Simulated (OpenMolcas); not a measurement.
**CH3BO2 (SMILES BC(=O)O): levels of theory compared**

Aim: a comparison of 6 runs (HF/STO-3G, HF/3-21G, HF/def2-SVP, B3LYP/6-31G*, PBE/6-311+G**, CCSD(T)/6-31G) of CH3BO2. 

Program for the calculation: OpenMolcas 26.06.

10 further runs of the same task are left out: 10 set aside as unsound or not needed.

## (1) Starting point

CH3BO2 has 7 atoms, charge 0, and is taken as a singlet. As SMILES, `BC(=O)O`. The coordinates come from a GFN2-xTB relaxation. This is one conformer, not always the lowest.

Bond lengths: B1–C2 1.578 Å, C2–O3 1.211 Å, C2–O4 1.343 Å, B1–H5 1.163 Å, B1–H6 1.164 Å, O4–H7 0.973 Å. Angles: B1–C2–O3 121.5°, B1–C2–O4 117.3°, O3–C2–O4 121.2°, C2–B1–H5 118.8°, C2–B1–H6 118.9°, C2–O4–H7 110.3°, H5–B1–H6 122.1°.

## (2) Energy and gradient at HF/STO-3G (run 1)

mol.inp

```
&GATEWAY
 BasLib=$CurrDir
 Coord
 7
 angstrom
 B       -0.617270       0.962230      -0.177710
 C        0.029160      -0.458390       0.052330
 O       -0.643300      -1.465270       0.069190
 O        1.359810      -0.507830       0.225340
 H       -0.748850       1.348550      -1.266800
 H       -1.028050       1.548670       0.739460
 H        1.648510      -1.427960       0.358190
 Basis=STO-3G
 Group=NoSym

&SEWARD

&SCF
 Thresholds=1e-10 1e-07 1e-07 1e-05
 PrOrbitals=1

&ALASKA
```

The basis set STO-3G is read from a file made from the Basis Set Exchange's data (not shown).

The run is started by

```console
$ export MOLCAS_MEM=1860
$ pymolcas mol.inp > mol.log
```

The log of the run:

```text
--- Start Module: gateway ---
[...]
--- Stop Module: gateway /rc=_RC_ALL_IS_WELL_ ---
[...]
      Basis functions           23
[...]
--- Start Module: scf ---
[...]
       Convergence after  15 Iterations
[...]
::    Total SCF energy                               -211.1554424106
[...]
      Total spin, S                                     0.0000000000
[...]
      Total electronic charge=   30.000000
      Total            charge=   -0.000000
[...]
      Dipole Moment (debye):
      Origin of the operator (angstrom)=    0.0842   -0.4306    0.0554
                   X=  6.2730E-01               Y=  5.7160E-01               Z=  2.6020E-02           Total=  8.4906E-01
      Quadrupole Moment (debye*angstrom):
[...]
--- Stop Module: scf /rc=_RC_ALL_IS_WELL_ ---
--- Start Module: alaska ---
[...]
 *              Molecular gradients               *
 **************************************************
  Irreducible representation: a
 ------------------------------------------------------------------------------------------
                              X                       Y                       Z
 ------------------------------------------------------------------------------------------
  B1                2.12630228341526E-03   -1.12379937350768E-02    1.19511519950921E-03
  C2                2.76836670687527E-02   -7.00897133854461E-04    3.65389412786060E-03
  O3                1.90260085745972E-02    2.80799698977159E-02   -5.59278081886258E-04
  O4               -5.42880249596802E-02   -3.23300682003342E-02   -3.61117909823983E-03
  H5                3.99967822142910E-04   -2.27974438427858E-03   -2.07687568874348E-03
  H6               -3.94015220962718E-04   -1.55289292624650E-03    2.75423922313989E-03
  H7                5.44609443171429E-03    2.00216264820412E-02   -1.35591568164167E-03
 ------------------------------------------------------------------------------------------
--- Stop Module: alaska /rc=_RC_ALL_IS_WELL_ ---
[...]
```

Run time: 1.8 s. Hardware: 1 thread of Arm Neoverse V2, shared host; peak memory 0.37 GiB.

## (3) Energy and gradient at HF/3-21G (run 2)

mol.inp

```
* CH3BO2 Hartree-Fock

&GATEWAY
  BasLib
  $CurrDir
  Coord
  7
  angstrom
  B       -0.617270       0.962230      -0.177710
  C        0.029160      -0.458390       0.052330
  O       -0.643300      -1.465270       0.069190
  O        1.359810      -0.507830       0.225340
  H       -0.748850       1.348550      -1.266800
  H       -1.028050       1.548670       0.739460
  H        1.648510      -1.427960       0.358190
  Basis
  3-21G
  Group
  NoSym

&SEWARD

&SCF
  Thresholds
  1e-10 1e-07 1e-07 1e-05
  PrOrbitals
  0

&ALASKA
```

The basis set 3-21G is read from a file made from the Basis Set Exchange's data (not shown).

The run is started by

```console
$ export MOLCAS_MEM=1860
$ pymolcas mol.inp > mol.log
```

The log of the run:

```text
--- Start Module: gateway ---
[...]
--- Stop Module: gateway /rc=_RC_ALL_IS_WELL_ ---
[...]
      Basis functions           42
[...]
--- Start Module: scf ---
[...]
       Convergence after  14 Iterations
[...]
::    Total SCF energy                               -212.8035906443
[...]
      Total spin, S                                     0.0000000000
[...]
      Total electronic charge=   30.000000
      Total            charge=   -0.000000
[...]
      Dipole Moment (debye):
      Origin of the operator (angstrom)=    0.0842   -0.4306    0.0554
                   X=  9.8970E-01               Y=  1.0800E+00               Z=  2.1569E-02           Total=  1.4650E+00
      Quadrupole Moment (debye*angstrom):
[...]
--- Stop Module: scf /rc=_RC_ALL_IS_WELL_ ---
--- Start Module: alaska ---
[...]
 *              Molecular gradients               *
 **************************************************
  Irreducible representation: a
 ------------------------------------------------------------------------------------------
                              X                       Y                       Z
 ------------------------------------------------------------------------------------------
  B1               -6.47617763901454E-03    1.11003295131411E-02   -2.22118202275923E-03
  C2                1.35816709298224E-02    4.19292711520391E-03    1.50989385816891E-03
  O3                2.32989384544346E-03   -1.95211492732739E-03    3.90050888935831E-04
  O4               -9.85286420280573E-03   -1.46640059035219E-03   -1.28242457297634E-03
  H5                6.49287021185385E-04   -4.30825347475938E-03    9.43571911233221E-03
  H6                2.88661174910820E-03   -5.84572183341692E-03   -7.67943028808249E-03
  H7               -3.11842170377430E-03   -1.72076580249225E-03   -1.52626975619463E-04
 ------------------------------------------------------------------------------------------
--- Stop Module: alaska /rc=_RC_ALL_IS_WELL_ ---
[...]
```

Wall time 1.9 s (1 thread of Arm Neoverse V2, shared host); peak memory 0.38 GiB.

Runs 3 to 5 aren't shown in full; the table further down has their settings and results.

## (4) A single-point energy at CCSD(T)/6-31G (run 6)

calc.inp

```
* CH3BO2 CCSD(T)
>>> EXPORT MOLCAS_PRINT=2
&GATEWAY
BasLib
$CurrDir
Coord
7
angstrom
B       -0.617270       0.962230      -0.177710
C        0.029160      -0.458390       0.052330
O       -0.643300      -1.465270       0.069190
O        1.359810      -0.507830       0.225340
H       -0.748850       1.348550      -1.266800
H       -1.028050       1.548670       0.739460
H        1.648510      -1.427960       0.358190
Basis
6-31G
Group
NoSym
&SEWARD
&SCF
Thresholds
1e-10 1e-07 1e-07 1e-05
PrOrbitals
1 1
&RASSCF
FileOrb
$Project.ScfOrb
Spin
1
Nactel
0 0 0
Inactive
15
Ras2
0
OutOrbitals
Canonical
OrbListing
Few
&MOTRA
JobIph
Frozen
4
&CCSDT
CCT
Triples
2
Iterations
80
Accuracy
1e-08
Extrapolation
5 4
```

The basis set 6-31G is read from a file made from the Basis Set Exchange's data (not shown).

The run is started by

```console
$ export MOLCAS_MEM=1860
$ pymolcas calc.inp > calc.log
```

The log of the run:

```text
--- Start Module: gateway ---
[...]
--- Stop Module: gateway /rc=_RC_ALL_IS_WELL_ ---
[...]
      Basis functions           42
[...]
       Convergence after  14 Iterations
[...]
::    Total SCF energy                               -213.9051771459
[...]
      Total spin, S                                     0.0000000000
[...]
      Number of active orbitals                  0
[...]
      Spin quantum number                      0.0
[...]
      Active orbitals                            0
[...]
      Number of CSFs                             1
[...]
      Number of root(s) required                 1
[...]
      Convergence after  4 iterations
[...]
      Natural orbitals and occupation numbers for root  1
      ************************************************************************************************************************
      *                                                    Final results                                                     *
      ************************************************************************************************************************
[...]
::    RASSCF root number  1 Total energy:   -213.90517715
[...]
      Total electronic charge=   30.000000
      Total            charge=   -0.000000
[...]
      Dipole Moment (debye):
      Origin of the operator (angstrom)=    0.0842   -0.4306    0.0554
                   X=  9.9706E-01               Y=  1.3476E+00               Z= -4.8517E-03           Total=  1.6763E+00
      Quadrupole Moment (debye*angstrom):
[...]
--- Start Module: motra ---
[...]
      *** WARNING: Default frozen orbitals is overwritten by user input.
      *** Default values:   4
[...]
--- Stop Module: motra /rc=_RC_ALL_IS_WELL_ ---
--- Start Module: ccsdt ---
[...]
      Convergence after                    17  Iterations
      Total energy (diff) :    -214.30203914       0.00000000
[...]
 METHOD                       : CCSD+T(CCSD)+<T3(1)WT1> = CCSD(T)
[...]
       CCSD     =      -214.3020391445567
[...]
--- Stop Module: ccsdt /rc=_RC_ALL_IS_WELL_ ---
[...]
```

Wall time 5.4 s (1 thread of Arm Neoverse V2, shared host); peak memory 0.38 GiB.

## (5) All runs side by side

```
run                               level  Cartesian functions  integration grid  energy (Eh)  dipole moment (D) of the reference  HOMO energy (eV)  LUMO energy (eV)  wall time
  1                           HF/STO-3G                   no                 –  -211.155442                                0.85             -8.92              5.71      1.8 s
  2                            HF/3-21G                   no                 –  -212.803591                                1.47            -11.78              1.81      1.9 s
  3                         HF/def2-SVP                   no                 –  -213.845682                                1.80            -12.09              1.63      4.8 s
  4  B3LYP/6-31G* (Cartesian functions)                  yes         UltraFine  -215.186525                                1.38             -7.55             -2.05       18 s
  5                       PBE/6-311+G**                   no         UltraFine  -215.006963                                1.39             -6.81             -3.29       43 s
  6                       CCSD(T)/6-31G                   no                 –  -214.313485                                1.68            -12.15              1.85      5.4 s
```

## (6) What came out

| quantity | value |
| --- | --- |
| run 6: total energy | -214.31349 Eh |
| run 6: dipole moment (mean-field density) | 1.68 D |
| run 6: HOMO energy (Hartree–Fock orbitals) | -12.15 eV |
| run 6: LUMO energy (Hartree–Fock orbitals) | 1.85 eV |
| run 6: HOMO–LUMO gap (Hartree–Fock orbitals) | 14.00 eV |
| run 6: correlation energy (4 core orbitals frozen) | -408.3 mEh |
| run 6: (T) correction | -11.45 mEh |

What this shows: Over runs 1, 2, 3, 4, 5 the dipole moment (its size) runs from 0.85 D (HF/STO-3G) to 1.80 D (HF/def2-SVP). Over runs 1, 2, 3, 4, 5 the HOMO–LUMO gap runs from 3.52 eV (PBE/6-311+G**) to 14.63 eV (HF/STO-3G). The two ends differ in method and basis. Totals of different functionals can't be ranked against each other. In run 1 the basis is minimal, so the values are rough. All runs together took 76 s, the longest 43 s.
